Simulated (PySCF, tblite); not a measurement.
# C5H6F3N3: geometry, infrared bands and NMR shifts

Aim: predict the infrared bands and NMR shifts of C5H6F3N3 (`Cc1nn(C)nc1C(F)(F)F`).

Programs: tblite 0.8.0 and PySCF 2.14.0, with density-fitted response routines of our own. Each step states its level of theory. These are calculated values for one molecule in the gas phase, unless marked as measured. Atoms count from 0, in the outputs and in this text.

### Step 1. Starting geometry

17 atoms, charge 0, multiplicity 1; geometry from: force field or distance geometry start.

Bonds of the start (Å): C0–C1 1.48, C1–N2 1.35, N2–N3 1.35, N3–C4 1.45, N3–N5 1.34, N5–C6 1.35, C6–C7 1.50, C7–F8 1.37, C7–F9 1.38, C7–F10 1.39, C6–C1 1.38, C0–H11 1.11, C0–H12 1.11, C0–H13 1.12, C4–H14 1.12, C4–H15 1.09, C4–H16 1.12.

### Step 2. Geometry optimisation with GFN2-xTB

Job settings and geometry (Å):

```
{"job": {"kind": "relax", "xc": "GFN2-xTB", "basis": "xTB"}, "charge": 0, "multiplicity": 1}
C     -1.656900    -1.641300     0.061700
C     -0.508600    -0.706200     0.013500
N      0.793000    -1.064200     0.067700
N      1.587300     0.019300     0.002100
C      3.037900     0.040400     0.038200
N      0.780200     1.083700    -0.070200
C     -0.508900     0.667900    -0.065200
C     -1.697400     1.581200    -0.131400
F     -1.233000     2.865100    -0.206900
F     -2.483900     1.202100    -1.197600
F     -2.493900     1.421800     1.002000
H     -2.026200    -1.904100    -0.950300
H     -1.444300    -2.597800     0.576700
H     -2.470600    -1.146800     0.656600
H      3.414200     1.019000     0.435500
H      3.483500    -0.065500    -0.953100
H      3.420500    -0.762700     0.711000
```

Command:

```
OMP_NUM_THREADS=1 python probes_run.py task.json out
```

One launch serves the whole session: the jobs run in the order shown.

**Question.** This job is followed by: GFN2-xTB harmonic vibrations, gas phase; GIAO PBE0/pcSseg-1 NMR shielding, non-relativistic, gas phase. Predict these results of the whole session: strongest single infrared mode (GFN2-xTB); zero-point energy (GFN2-xTB); 13C shifts against TMS (PBE0/pcSseg-1); 1H shifts against TMS (PBE0/pcSseg-1, means over atoms taken as alike); 15N shifts against NH3 (PBE0/pcSseg-1); 19F shifts against CFCl3 (PBE0/pcSseg-1, means over atoms taken as alike).

As calculated:

```
                                                                 quantity                                value
                                strongest single infrared mode (GFN2-xTB)                1018 cm⁻¹, 272 km/mol
                                             zero-point energy (GFN2-xTB)                        72.4 kcal/mol
                                   13C shifts against TMS (PBE0/pcSseg-1)  150.3, 142.4, 131.6, 41.5, 12.3 ppm
   1H shifts against TMS (PBE0/pcSseg-1, means over atoms taken as alike)                       4.21, 2.68 ppm
                                   15N shifts against NH3 (PBE0/pcSseg-1)              371.1, 363.1, 263.4 ppm
19F shifts against CFCl3 (PBE0/pcSseg-1, means over atoms taken as alike)                            -76.8 ppm
```

In words: Over 72 steps the energy fell by 0.714 eV; of the close pairs, C7–F10 changed most, 1.394 to 1.349 Å. The lowest mode is imaginary (20i cm⁻¹), so the xTB geometry is not a minimum. The strongest single mode, at 1018 cm⁻¹, moves mainly C7. GFN2-xTB is a fitted tight-binding method: band positions and strengths are rough. Its intensities can rank the bands wrongly. The most deshielded hydrogen is H14, H15, H16 (mean) (hydrogen on a methyl carbon bonded to N), at 4.21 ppm: its carbon carries N, hence the downfield position. At PBE0/pcSseg-1: The widest tensor belongs to N5: span 488 ppm, with a paramagnetic part of -431 ppm. NICS(1)zz of -31 ppm above the planar ring from C1 marks a diatropic (aromatic) ring current.
